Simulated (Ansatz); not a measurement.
# Zn2As: the cost of one run

Program: Ansatz 0.2.0. Level of theory: DFT PBE, scalar-relativistic, plane waves, PAW. These are calculated values, not measurements.

## (1) Starting point

Symmetry: P6_3/mmc, No. 194, hexagonal system. The conventional cell has a = 3.011 Å, b = 3.011 Å, c = 11.712 Å, α = 90.00°, β = 90.00°, γ = 120.00°. Around Zn (site symmetry 3m) lie 3 As at 2.25 Å. As (site symmetry -6m2) has 6 Zn at 2.25 Å as nearest neighbours.

As a file:

```cif
data_structure
_symmetry_space_group_name_H-M 'P6_3/mmc'
_symmetry_Int_Tables_number 194
_cell_length_a 3.0111
_cell_length_b 3.0111
_cell_length_c 11.7118
_cell_angle_alpha 90.000
_cell_angle_beta 90.000
_cell_angle_gamma 120.000
_cell_volume 91.96
loop_
_atom_site_label
_atom_site_type_symbol
_atom_site_symmetry_multiplicity
_atom_site_Wyckoff_symbol
_atom_site_fract_x
_atom_site_fract_y
_atom_site_fract_z
_atom_site_occupancy
Zn1 Zn 4 f 0.33333 0.66667 0.62750 1
As1 As 2 c 0.33333 0.66667 0.25000 1
```

This is candidate A: 2H molybdenite type (P6_3/mmc, No. 194).

(A quick probe on a coarse mesh, which set the mesh and smearing, is not shown.)

## (3) A loose first relaxation (candidate A)

File input.yaml:

```yaml
crystal:
  lattice:
    - [3.0110576863, 0.0, 0.0]
    - [-1.5055288432, 2.6076524486, 0.0]
    - [0.0, 0.0, 11.711779657]
  atoms:
    - { symbol: Zn, position: [0.3333333333, 0.6666666667, 0.6275] }
    - { symbol: Zn, position: [0.6666666667, 0.3333333333, 0.1275] }
    - { symbol: Zn, position: [0.3333333333, 0.6666666667, 0.8725] }
    - { symbol: Zn, position: [0.6666666667, 0.3333333333, 0.3725] }
    - { symbol: As, position: [0.3333333333, 0.6666666667, 0.25] }
    - { symbol: As, position: [0.6666666667, 0.3333333333, 0.75] }
basis:
  ecutwfc: 420
kpoints:
  mp_grid: { grid: [6, 6, 2] }
hamiltonian:
  xc: pbe
scf:
  occupations: { method: gaussian, width: 0.1 }
  lower_state_search: "off"
output:
  forces: true
  stress: true
  eigenvalues: true
relax:
  adjacent_minimum: "off"
  f_tol: 0.04
  max_steps: 70
  cell: { stress_tol: 0.4 }
```

Run with:

```
> ansatz run input.yaml --threads 1 --pin off --max-ram 2560MiB --backend cpu --events-out ev --progress --plain --runs-dir out
```

**Question.** How long does this run take on 1 thread of Intel Xeon 6975P-C (Granite Rapids), shared host, and how much memory does it need?

About 57 s, with a peak of 0.46 GiB.
